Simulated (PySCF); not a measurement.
# Sb⁴²⁺, Te⁴³⁺, I⁴⁴⁺: ionisation energies with spin-orbit coupling

Wanted: the ionisation energy of these ions, up a ladder of methods.

The numbers are computed with PySCF 2.14.0 (two-component X2C-1e, generalised determinants), except any that are marked as measured or tabulated.

### 1 Starting point

* Elements: antimony (Z = 51), tellurium (Z = 52), iodine (Z = 53)
* Basis: one for each species, given in its step
* Hamiltonian: two-component X2C-1e, Gaussian nucleus, no Breit or QED terms; spin-orbit coupling, run by run: off; screened by Boettger's factors
* Core shells frozen in the correlated runs: none (for Sb⁴²⁺)
* State 1: Sb⁴²⁺: [He] 2s2 2p5; 2p1/2 filled at m_j = -1/2, +1/2; 2p3/2 filled at m_j = -1/2, +1/2, +3/2
* State 2: Te⁴³⁺: [He] 2s2 2p5; 2p1/2 filled at m_j = -1/2, +1/2; 2p3/2 filled at m_j = -1/2, +1/2, +3/2
* State 3: I⁴⁴⁺: [He] 2s2 2p5; 2p1/2 filled at m_j = -1/2, +1/2; 2p3/2 filled at m_j = -1/2, +1/2, +3/2
* Needed too, but not shown: Sb⁴³⁺ [He] 2s2 2p4 (3P), Te⁴⁴⁺ [He] 2s2 2p4 (3P), I⁴⁵⁺ [He] 2s2 2p4 (3P)
* Methods: GHF, GMP2

The outer shells:

Sb42+ [He] 2s2 2p5
```
[He] core
2s [↑↓]
2p [↑↓][↑↓][↑ ]
```

Te43+ [He] 2s2 2p5
```
[He] core
2s [↑↓]
2p [↑↓][↑↓][↑ ]
```

I44+ [He] 2s2 2p5
```
[He] core
2s [↑↓]
2p [↑↓][↑↓][↑ ]
```

All steps ran in one process of a driver on top of PySCF, which takes the settings above as its task.

It was started by

```bash
$ OMP_NUM_THREADS=1 python sorun2.py TASK.json OUT
```

The integrals over 106 functions and the set-up took 0.84 s of CPU time.

### 2 Sb⁴²⁺

Basis: an even-tempered Gaussian basis (17 s from 21 bohr⁻², ratio 2.4; 12 p from 27 bohr⁻², ratio 2.4; 5 d from 100 bohr⁻², ratio 2.6; 4 f from 150 bohr⁻², ratio 2.6).

#### GHF (spin-free)

Standard output:

```text
cycle= 1 E= -4668.4516422993  delta_E= -4.67e+03  |FDS-SDF|= 0.277
cycle= 2 E= -4668.4569952428  delta_E= -0.00535  |FDS-SDF|= 0.0082
cycle= 3 E= -4668.4570022650  delta_E= -7.02e-06  |FDS-SDF|= 0.00031
cycle= 4 E= -4668.4570022744  delta_E= -9.45e-09  |FDS-SDF|= 8.49e-06
cycle= 5 E= -4668.4570022745  delta_E= -6.37e-12  |FDS-SDF|= 1.37e-07
```

It took 4.6 s on 1 thread of Neoverse-N1, shared host, the integrals not counted.

Occupied spinors (without spin-orbit coupling the j labels only name the start):

| spinor shell | electrons | mean energy (eV) | weight of the nominal j | rms radius (bohr) |
| --- | --- | --- | --- | --- |
| 1s1/2 | 2 | -33638.2 | 1.000 | 0.0325 |
| 2s1/2 | 2 | -7462.1 | 1.000 | 0.129 |
| 2p3/2 | 3 | -7027.9 | 0.778 | 0.114 |
| 2p1/2 | 2 | -7027.8 | 0.667 | 0.114 |

M_J = 3/2, ⟨J²⟩ = 3.750, ⟨L²⟩ = 2.000, ⟨S²⟩ = 0.750.

#### GMP2 (spin-free)

This step left no log, only its results.

It took 3.1 s on 1 thread of Neoverse-N1, shared host, the integrals not counted.

With 9 electrons correlated and 26 very high virtual spinors dropped, the MP2 correlation energy is -0.34669 hartree. Largest pairs: 2p1/2-2p3/2 -0.0745, 2p3/2-2s1/2 -0.0547, 2p3/2-2p3/2 -0.0512, 1s1/2-1s1/2 -0.0452, 2p1/2-2s1/2 -0.0320.

At this charge the one-electron X2C treatment keeps the bare 1/r₁₂, with no two-electron picture change or Breit term, which inflates the 1s pair energies well beyond their four-component values.

#### GHF (screened spin-orbit)

Standard output:

```text
cycle= 1 E= -4672.8615021352  delta_E= -4.67e+03  |FDS-SDF|= 0.295
cycle= 2 E= -4672.8672457159  delta_E= -0.00574  |FDS-SDF|= 0.00828
cycle= 3 E= -4672.8672529253  delta_E= -7.21e-06  |FDS-SDF|= 0.000285
cycle= 4 E= -4672.8672529326  delta_E= -7.33e-09  |FDS-SDF|= 7.6e-06
cycle= 5 E= -4672.8672529326  delta_E= -4.55e-12  |FDS-SDF|= 1.47e-07
```

Time after the integrals: 4.6 s (1 thread of Neoverse-N1, shared host).

Occupied spinors:

| spinor shell | electrons | mean energy (eV) | weight of the nominal j | rms radius (bohr) |
| --- | --- | --- | --- | --- |
| 1s1/2 | 2 | -33632.0 | 1.000 | 0.0325 |
| 2s1/2 | 2 | -7460.3 | 1.000 | 0.129 |
| 2p1/2 | 2 | -7209.8 | 0.999 | 0.111 |
| 2p3/2 | 3 | -6943.8 | 0.999 | 0.115 |

M_J = 3/2, ⟨J²⟩ = 3.750, ⟨L²⟩ = 2.005, ⟨S²⟩ = 0.755.

#### GMP2 (screened spin-orbit)

This step left no log, only its results.

Time after the integrals: 1.3 s (1 thread of Neoverse-N1, shared host).

With 9 electrons correlated and 26 very high virtual spinors dropped, the MP2 correlation energy is -0.34738 hartree. Largest pairs: 2p1/2-2p3/2 -0.0779, 2p3/2-2s1/2 -0.0545, 2p3/2-2p3/2 -0.0492, 1s1/2-1s1/2 -0.0451, 2p1/2-2s1/2 -0.0323.

### 3 Te⁴³⁺, method by method

Basis: an uncontracted even-tempered set (17 s from 22 bohr⁻², ratio 2.4; 12 p from 29 bohr⁻², ratio 2.4; 5 d from 100 bohr⁻², ratio 2.6; 4 f from 160 bohr⁻², ratio 2.6).

#### GHF (spin-free)

Standard output:

```text
cycle= 1 E= -4866.8014816834  delta_E= -4.87e+03  |FDS-SDF|= 0.283
cycle= 2 E= -4866.8068496379  delta_E= -0.00537  |FDS-SDF|= 0.00823
cycle= 3 E= -4866.8068564150  delta_E= -6.78e-06  |FDS-SDF|= 0.000304
cycle= 4 E= -4866.8068564237  delta_E= -8.74e-09  |FDS-SDF|= 8.15e-06
cycle= 5 E= -4866.8068564237  delta_E= -9.09e-12  |FDS-SDF|= 1.29e-07
```

Time after the integrals: 4.6 s (1 thread of Neoverse-N1, shared host).

Occupied spinors (without spin-orbit coupling the j labels only name the start):

| spinor shell | electrons | mean energy (eV) | weight of the nominal j | rms radius (bohr) |
| --- | --- | --- | --- | --- |
| 1s1/2 | 2 | -35079.8 | 1.000 | 0.0318 |
| 2s1/2 | 2 | -7806.3 | 1.000 | 0.126 |
| 2p3/2 | 3 | -7348.8 | 0.778 | 0.111 |
| 2p1/2 | 2 | -7348.7 | 0.667 | 0.111 |

M_J = 3/2, ⟨J²⟩ = 3.750, ⟨L²⟩ = 2.000, ⟨S²⟩ = 0.750.

#### GMP2 (spin-free)

This step left no log, only its results.

It took 3 s on 1 thread of Neoverse-N1, shared host, the integrals not counted.

With 9 electrons correlated and 26 very high virtual spinors dropped, the MP2 correlation energy is -0.34841 hartree. Largest pairs: 2p1/2-2p3/2 -0.0748, 2p3/2-2s1/2 -0.0550, 2p3/2-2p3/2 -0.0514, 1s1/2-1s1/2 -0.0455, 2p1/2-2s1/2 -0.0321.

#### GHF (screened spin-orbit)

Standard output:

```text
cycle= 1 E= -4871.6549140472  delta_E= -4.87e+03  |FDS-SDF|= 0.303
cycle= 2 E= -4871.6607214705  delta_E= -0.00581  |FDS-SDF|= 0.00833
cycle= 3 E= -4871.6607284789  delta_E= -7.01e-06  |FDS-SDF|= 0.000279
cycle= 4 E= -4871.6607284856  delta_E= -6.71e-09  |FDS-SDF|= 7.26e-06
cycle= 5 E= -4871.6607284856  delta_E= -6.37e-12  |FDS-SDF|= 1.39e-07
```

Time after the integrals: 4.6 s (1 thread of Neoverse-N1, shared host).

Occupied spinors:

| spinor shell | electrons | mean energy (eV) | weight of the nominal j | rms radius (bohr) |
| --- | --- | --- | --- | --- |
| 1s1/2 | 2 | -35073.1 | 1.000 | 0.0318 |
| 2s1/2 | 2 | -7804.4 | 1.000 | 0.126 |
| 2p1/2 | 2 | -7547.4 | 0.999 | 0.108 |
| 2p3/2 | 3 | -7257.5 | 0.999 | 0.113 |

M_J = 3/2, ⟨J²⟩ = 3.750, ⟨L²⟩ = 2.005, ⟨S²⟩ = 0.755.

#### GMP2 (screened spin-orbit)

This step left no log, only its results.

It took 1.3 s on 1 thread of Neoverse-N1, shared host, the integrals not counted.

With 9 electrons correlated and 26 very high virtual spinors dropped, the MP2 correlation energy is -0.34914 hartree. Largest pairs: 2p1/2-2p3/2 -0.0782, 2p3/2-2s1/2 -0.0548, 2p3/2-2p3/2 -0.0493, 1s1/2-1s1/2 -0.0455, 2p1/2-2s1/2 -0.0324.

### 4 I⁴⁴⁺: the ladder of methods

Basis: an even-tempered Gaussian basis (17 s from 23 bohr⁻², ratio 2.4; 12 p from 30 bohr⁻², ratio 2.4; 5 d from 110 bohr⁻², ratio 2.6; 4 f from 160 bohr⁻², ratio 2.6).

#### GHF (spin-free)

Standard output:

```text
cycle= 1 E= -5069.7189381978  delta_E= -5.07e+03  |FDS-SDF|= 0.29
cycle= 2 E= -5069.7243103176  delta_E= -0.00537  |FDS-SDF|= 0.00825
cycle= 3 E= -5069.7243168159  delta_E= -6.5e-06  |FDS-SDF|= 0.0003
cycle= 4 E= -5069.7243168240  delta_E= -8.08e-09  |FDS-SDF|= 7.88e-06
cycle= 5 E= -5069.7243168240  delta_E= -5.46e-12  |FDS-SDF|= 1.22e-07
```

It took 4.6 s on 1 thread of Neoverse-N1, shared host, the integrals not counted.

Occupied spinors (without spin-orbit coupling the j labels only name the start):

| spinor shell | electrons | mean energy (eV) | weight of the nominal j | rms radius (bohr) |
| --- | --- | --- | --- | --- |
| 1s1/2 | 2 | -36555.4 | 1.000 | 0.0311 |
| 2s1/2 | 2 | -8159.3 | 1.000 | 0.123 |
| 2p3/2 | 3 | -7677.2 | 0.778 | 0.109 |
| 2p1/2 | 2 | -7677.2 | 0.667 | 0.109 |

M_J = 3/2, ⟨J²⟩ = 3.750, ⟨L²⟩ = 2.000, ⟨S²⟩ = 0.750.

#### GMP2 (spin-free)

This step left no log, only its results.

Time after the integrals: 3.1 s (1 thread of Neoverse-N1, shared host).

With 9 electrons correlated and 26 very high virtual spinors dropped, the MP2 correlation energy is -0.34934 hartree. Largest pairs: 2p1/2-2p3/2 -0.0748, 2p3/2-2s1/2 -0.0551, 2p3/2-2p3/2 -0.0514, 1s1/2-1s1/2 -0.0459, 2p1/2-2s1/2 -0.0322.

#### GHF (screened spin-orbit)

Standard output:

```text
cycle= 1 E= -5075.0524782454  delta_E= -5.08e+03  |FDS-SDF|= 0.312
cycle= 2 E= -5075.0583419878  delta_E= -0.00586  |FDS-SDF|= 0.00838
cycle= 3 E= -5075.0583487578  delta_E= -6.77e-06  |FDS-SDF|= 0.000274
cycle= 4 E= -5075.0583487639  delta_E= -6.12e-09  |FDS-SDF|= 6.97e-06
cycle= 5 E= -5075.0583487639  delta_E= -1.09e-11  |FDS-SDF|= 1.31e-07
```

It took 4.6 s on 1 thread of Neoverse-N1, shared host, the integrals not counted.

Occupied spinors:

| spinor shell | electrons | mean energy (eV) | weight of the nominal j | rms radius (bohr) |
| --- | --- | --- | --- | --- |
| 1s1/2 | 2 | -36548.2 | 1.000 | 0.0311 |
| 2s1/2 | 2 | -8157.3 | 1.000 | 0.123 |
| 2p1/2 | 2 | -7893.6 | 0.999 | 0.106 |
| 2p3/2 | 3 | -7578.1 | 0.999 | 0.111 |

M_J = 3/2, ⟨J²⟩ = 3.750, ⟨L²⟩ = 2.006, ⟨S²⟩ = 0.756.

#### GMP2 (screened spin-orbit)

This step left no log, only its results.

It took 1.3 s on 1 thread of Neoverse-N1, shared host, the integrals not counted.

With 9 electrons correlated and 26 very high virtual spinors dropped, the MP2 correlation energy is -0.35013 hartree. Largest pairs: 2p1/2-2p3/2 -0.0782, 2p3/2-2s1/2 -0.0549, 2p3/2-2p3/2 -0.0493, 1s1/2-1s1/2 -0.0459, 2p1/2-2s1/2 -0.0325.

### 5 The energy differences

Ionisation energy: Sb⁴²⁺ [He] 2s2 2p5 [2p1/2^2 2p3/2^3, M_J = 3/2] → Sb⁴³⁺ [He] 2s2 2p4 [2p1/2^2 2p3/2^2, M_J = 2].

| method | value (eV) | less the reference (eV) |
| --- | --- | --- |
| GHF (spin-free) | 7011.2 | +82.2 |
| GMP2 (spin-free) | 7012.8 | +83.8 |
| GHF (screened spin-orbit) | 6934.7 | +5.7 |
| GMP2 (screened spin-orbit) | 6936.2 | +7.2 |

Reference: 6929 ± 4 eV (theoretical estimate listed by NIST; NIST Atomic Spectra Database, ionization energies). For this ion Breit and QED terms and the two-electron picture change, all absent here, are large against electron correlation. The spin-free rows have the spin-orbit operator switched off.

Ionisation energy: Te⁴³⁺ [He] 2s2 2p5 [2p1/2^2 2p3/2^3, M_J = 3/2] → Te⁴⁴⁺ [He] 2s2 2p4 [2p1/2^2 2p3/2^2, M_J = 2].

| method | value (eV) | less the reference (eV) |
| --- | --- | --- |
| GHF (spin-free) | 7331.8 | +88.8 |
| GMP2 (spin-free) | 7333.4 | +90.4 |
| GHF (screened spin-orbit) | 7248.2 | +5.2 |
| GMP2 (screened spin-orbit) | 7249.7 | +6.7 |

Reference: 7243 ± 4 eV (theoretical estimate listed by NIST; NIST Atomic Spectra Database, ionization energies). For this ion Breit and QED terms and the two-electron picture change, all absent here, are large against electron correlation. The spin-free rows have the spin-orbit operator switched off.

Ionisation energy: I⁴⁴⁺ [He] 2s2 2p5 [2p1/2^2 2p3/2^3, M_J = 3/2] → I⁴⁵⁺ [He] 2s2 2p4 [2p1/2^2 2p3/2^2, M_J = 2].

| method | value (eV) | less the reference (eV) |
| --- | --- | --- |
| GHF (spin-free) | 7660.0 | +97.0 |
| GMP2 (spin-free) | 7661.6 | +98.6 |
| GHF (screened spin-orbit) | 7568.8 | +5.8 |
| GMP2 (screened spin-orbit) | 7570.3 | +7.3 |

Reference: 7563 ± 4 eV (theoretical estimate listed by NIST; NIST Atomic Spectra Database, ionization energies). For this ion Breit and QED terms and the two-electron picture change, all absent here, are large against electron correlation. The spin-free rows have the spin-orbit operator switched off.

The differences also use runs on Sb⁴³⁺ [He] 2s2 2p4 (3P), Te⁴⁴⁺ [He] 2s2 2p4 (3P), I⁴⁵⁺ [He] 2s2 2p4 (3P), which are not shown here.

### 6 What came out

```
                quantity                                                                             value
ionisation energy, Sb⁴²⁺  GHF (spin-free) 7011.2, GMP2 (screened spin-orbit) 6936.2 eV; reference 6929 ± 4
ionisation energy, Te⁴³⁺  GHF (spin-free) 7331.8, GMP2 (screened spin-orbit) 7249.7 eV; reference 7243 ± 4
 ionisation energy, I⁴⁴⁺  GHF (spin-free) 7660.0, GMP2 (screened spin-orbit) 7570.3 eV; reference 7563 ± 4
```

In words: For the first difference the methods span 78.152 eV, from GHF (screened spin-orbit) (6934.7) to GMP2 (spin-free) (7012.8). The reference is uncertain or not like for like (spin-orbit coupling or other relativistic terms), so no ranking of close methods is drawn. Spin-orbit coupling moves the first difference by -76.616 eV at GMP2. The basis is finite, and no extrapolation was made.
